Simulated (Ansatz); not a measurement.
What does this script print? It uses Ansatz's Python interface.

Script `run_scf.py`:
```python
# -*- coding: utf-8 -*-
import json
import sys
import warnings

import ansatz as az
import numpy as np
import pandas as pd

warnings.simplefilter("ignore", az.DeckWarning)

lattice = az.Lattice.of(
    (3.271885, 0.0, 0.0),
    (0.0, 3.271885, 0.0),
    (0.0, 0.0, 3.271885),
)
sites = [
    ("In", (0.0, 0.0, 0.0)),
    ("Pd", (0.5, 0.5, 0.5)),
]
structure = az.Crystal(lattice=lattice)
for symbol, position in sites:
    structure = structure.atom(symbol, position)

calculation = (
    structure.calculation()
    .functional("r2SCAN")
    .eigensolver("davidson")
    .basis(17 * az.Ha, density_ratio=4)
    .occupations("fermi_dirac", width=0.01)
    .kpoints(mesh=(6, 6, 6))
    .stress()
    .forces()
)
try:
    done = calculation.run()
except az.NonConvergedError as error:
    sys.exit(f"no convergence: {error}")
except az.RefusalError as error:
    sys.exit(f"input refused: {error}")
data = done.report

energy = data["free_energy_ev"]
print("InPd: {:.6f} eV = {:.6f} Ry = {:.6f} Ha".format(energy, energy / 13.605693, energy / 27.211386))
print("Fermi level {:.4f} eV, {} k-points, {} symmetry operations".format(data["fermi_energy_ev"], data["n_kpoints"], data["n_symmetry_ops"]))

used = data["setup"]
print("cutoffs (eV):", used["ecut_ev"], used["ecutrho_ev"], " FFT grid:", used["fft_dense"])
print("cell volume {:.3f} A^3, {} symmetry operations".format(used["cell_volume_ang3"], used["n_sym_ops"]))

keep = ["free_energy_ev", "energy_sigma0_ev", "fermi_energy_ev", "n_iterations", "converged", "magnetization_mub", "n_kpoints"]
with open("inpd.json", "w") as handle:
    json.dump({key: data[key] for key in keep}, handle, indent=1)

stress = np.array(data["stress_gpa"])
print(f"pressure {np.trace(stress) / 3:.3f} GPa")
print(np.round(stress, 3) + 0.0)

table = pd.DataFrame(data["forces_ev_ang"], columns=["fx", "fy", "fz"])
table.insert(0, "atom", [site["symbol"] for site in data["lattice"]["sites"]])
print(table.round(4).to_string())
```

`python run_scf.py` gives:
```text
InPd: -12598.661629 eV = -925.984559 Ry = -462.992279 Ha
Fermi level 16.7655 eV, 20 k-points, 48 symmetry operations
cutoffs (eV): 462.593566181796 1850.374264727184  FFT grid: [24, 24, 24]
cell volume 35.026 A^3, 48 symmetry operations
pressure -0.390 GPa
[[-0.39  0.    0.  ]
 [ 0.   -0.39  0.  ]
 [ 0.    0.   -0.39]]
  atom   fx   fy   fz
0   In -0.0  0.0  0.0
1   Pd  0.0 -0.0 -0.0
```

It writes `inpd.json`:
```json
{
 "free_energy_ev": -12598.661629077065,
 "energy_sigma0_ev": -12598.661469709868,
 "fermi_energy_ev": 16.765515814412378,
 "n_iterations": 8,
 "converged": true,
 "magnetization_mub": 0.0,
 "n_kpoints": 20
}
```

Caveats:
- The settings weren't tested for convergence.
- The cutoff lies under the one recommended for these potentials.
- No spin polarisation was allowed.
- Under the recommended cutoff a pressure can be off by several GPa, even in sign.
- For a metal this k-point mesh is coarse: on a finer one energies can move by several to tens of meV an atom and pressures by half a GPa or more, differences at one mesh by less.
- An absolute Fermi energy rests on an arbitrary zero of the periodic potential and has no direct meaning.
- Pressure is positive in compression.
- The structure comes from a database of computed cells and needn't be a stable or known phase.
- The script silences the warnings on its input, which a real study should read.

(A comment or docstring line of the script was reworded after the run, the code is as it ran; lines on the test bed's own set-up are left out of the output.)
